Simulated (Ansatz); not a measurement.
# FGaHO−: one structure at several levels

The atoms stand at a structure displaced at random from a GFN2-xTB minimum. How far do the functionals agree with CCSD(T) there?

Program: Ansatz 0.2.0, Gaussian basis. Level of theory: single points in def2-TZVPPD. These are calculated values, not measurements.

Cores are frozen in the correlated methods. Filled d shells of the heavier atoms are correlated.

## 1. Where the work starts

SMILES `[O-][GaH][F]`, 4 atoms, charge -1, spin multiplicity 1.

Atoms are counted from 1 here; the program's logs count them from 0.

Bond lengths: O1–Ga2 1.747 Å, Ga2–F3 1.914 Å, Ga2–H4 1.527 Å. Angles: O1–Ga2–F3 123.7°, O1–Ga2–H4 138.6°, F3–Ga2–H4 97.6°.

As a file:

```xyz
4
FGaHO
O    -1.5432   -0.4054    0.9734
Ga   -0.1700    0.0480   -0.0067
F     1.6252   -0.5071    0.3566
H     0.1349    0.9419   -1.2068
```

## 2. CCSD(T)/def2-TZVPPD

Contents of run/in.yaml:

```yaml
crystal:
  periodic: [false, false, false]
  atoms:
    - {symbol: O, position_ang: [-1.543200, -0.405400, 0.973400]}
    - {symbol: Ga, position_ang: [-0.170000, 0.048000, -0.006700]}
    - {symbol: F, position_ang: [1.625200, -0.507100, 0.356600]}
    - {symbol: H, position_ang: [0.134900, 0.941900, -1.206800]}
basis:
  gaussian: {orbitals: "def2-TZVPPD.json"}
total_charge: -1
correlation: {method: ccsd_t}
output: {forces: true}
```

The basis file named in the input lies beside it (Basis Set Exchange, JSON).

The command line of these runs was not kept.

## 3. PBE0-D4/def2-TZVPPD

Changes to run/in.yaml since step 2:

```diff
@@ -10,3 +10,3 @@
 total_charge: -1
-correlation: {method: ccsd_t}
-output: {forces: true}
+hamiltonian: {xc: pbe0, dispersion: d4}
+output: {forces: true, orbitals: {seedname: orbitals}}
```

## 4. wB97M-V/def2-TZVPPD

Changes to run/in.yaml since step 3:

```diff
@@ -10,3 +10,3 @@
 total_charge: -1
-hamiltonian: {xc: pbe0, dispersion: d4}
-output: {forces: true, orbitals: {seedname: orbitals}}
+hamiltonian: {xc: {name: wB97M-V}}
+output: {forces: true}
```

## 5. r2SCAN-D4/def2-TZVPPD

Changes to run/in.yaml since step 4:

```diff
@@ -10,3 +10,3 @@
 total_charge: -1
-hamiltonian: {xc: {name: wB97M-V}}
+hamiltonian: {xc: r2scan, dispersion: d4}
 output: {forces: true}
```

## 6. PBE-D4/def2-TZVPPD

Changes to run/in.yaml since step 5:

```diff
@@ -10,3 +10,3 @@
 total_charge: -1
-hamiltonian: {xc: r2scan, dispersion: d4}
+hamiltonian: {xc: pbe, dispersion: d4}
 output: {forces: true}
```

## 7. BLYP-D4/def2-TZVPPD

Changes to run/in.yaml since step 6:

```diff
@@ -10,3 +10,3 @@
 total_charge: -1
-hamiltonian: {xc: pbe, dispersion: d4}
+hamiltonian: {xc: {name: BLYP}, dispersion: d4}
 output: {forces: true}
```

## 8. BHLYP-D4/def2-TZVPPD

Changes to run/in.yaml since step 7:

```diff
@@ -10,3 +10,3 @@
 total_charge: -1
-hamiltonian: {xc: {name: BLYP}, dispersion: d4}
+hamiltonian: {xc: {name: BHLYP}, dispersion: d4}
 output: {forces: true}
```

(Steps that only read results are left out.)

Q: Predict the outcome of this session. Wanted: RMS force component; RMS force error; HOMO and LUMO, PBE0-D4; T1 diagnostic.

**Answer**, as computed:

| quantity | value |
| --- | --- |
| RMS force component | 0.495 to 0.941 eV/Å over the methods |
| RMS force error | PBE0-D4 0.173, wB97M-V 0.162, r2SCAN-D4 0.115, PBE-D4 0.200, BLYP-D4 0.296, BHLYP-D4 0.284 eV/Å |
| HOMO and LUMO, PBE0-D4 | -1.37 and 3.94 eV |
| T1 diagnostic | 0.022 |

On forces the order runs from r2SCAN-D4 to BLYP-D4. Frozen-core CCSD(T) forces in triple zeta carry basis errors of their own, and this is one geometry, so small gaps rank nothing.
